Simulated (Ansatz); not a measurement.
# Ga2O: the cost of one run

Method: DFT PBEsol, scalar-relativistic, plane waves, PAW, in Ansatz 0.2.0.

5 further runs of the same task are left out: 1 that didn't finish, 4 set aside as unsound or not needed.

### 1 The starting structure

It takes space group P-3m1 (No. 164, trigonal). The conventional cell has a = 3.034 Å, b = 3.034 Å, c = 11.544 Å, α = 90.00°, β = 90.00°, γ = 120.00°. Ga (site symmetry 3m) is surrounded by 3 O at 1.93 Å. Around Ga (site symmetry 3m) lie 1 O at 2.53 Å. O (site symmetry 3m) is surrounded by 4 Ga at 1.93 to 2.53 Å.

As a file:

```cif
data_structure
_symmetry_space_group_name_H-M 'P 1'
_symmetry_Int_Tables_number 1
_cell_length_a 3.0336
_cell_length_b 3.0336
_cell_length_c 11.5444
_cell_angle_alpha 90.000
_cell_angle_beta 90.000
_cell_angle_gamma 120.000
_cell_volume 92.01
loop_
_atom_site_label
_atom_site_type_symbol
_atom_site_fract_x
_atom_site_fract_y
_atom_site_fract_z
_atom_site_occupancy
Ga1 Ga 0.00000 0.00000 0.39206 1
Ga2 Ga 0.00000 0.00000 0.60794 1
Ga3 Ga 0.66667 0.33333 0.10209 1
Ga4 Ga 0.33333 0.66667 0.89791 1
O1 O 0.66667 0.33333 0.32098 1
O2 O 0.33333 0.66667 0.67902 1
```

The cell was made up by rule, so the compound may not exist in this form.

It is the result of an earlier relaxation at this level (volume 15.33 Å³/atom; gap on the mesh: none (metal)).

It is a trial structure (swap of B by Ga in B2O), so another structure or a mixture of phases may lie lower.

### 2 The cell under 8 GPa

What is minimised here is the enthalpy; the energy can go up as the cell is squeezed.

Contents of input.yaml:

```yaml
crystal:
  lattice:
    - [3.0335953153, 0.0, 0.0]
    - [-1.5167976577, 2.6271706078, 0.0]
    - [0.0, 0.0, 11.5443720463]
  atoms:
    - { symbol: Ga, position: [0.0, 0.0, 0.3920579641] }
    - { symbol: Ga, position: [0.0, 0.0, 0.6079420359] }
    - { symbol: Ga, position: [0.6666666667, 0.3333333333, 0.1020915016] }
    - { symbol: Ga, position: [0.3333333333, 0.6666666667, 0.8979084984] }
    - { symbol: O, position: [0.6666666667, 0.3333333333, 0.3209844182] }
    - { symbol: O, position: [0.3333333333, 0.6666666667, 0.6790155818] }
basis:
  ecutwfc: 420
kpoints:
  mp_grid: { grid: [12, 12, 4] }
hamiltonian:
  xc: pbesol
scf:
  occupations: { method: fermi_dirac, width: 0.15 }
output:
  forces: true
  stress: true
  eigenvalues: true
relax:
  adjacent_minimum: "off"
  f_tol: 0.001
  max_steps: 60
  cell: { stress_tol: 0.02, p_target: 8.0 }
```

Run with:

```console
ansatz run input.yaml --threads 2 --pin off --max-ram 7168MiB --backend cpu --events-out ev --progress --plain --runs-dir out
```

Q: Estimate wall time and peak memory on 2 threads of Intel Xeon at 2.50GHz (Skylake/Cascade Lake), shared host.

About 3 min, with a peak of 0.55 GiB.
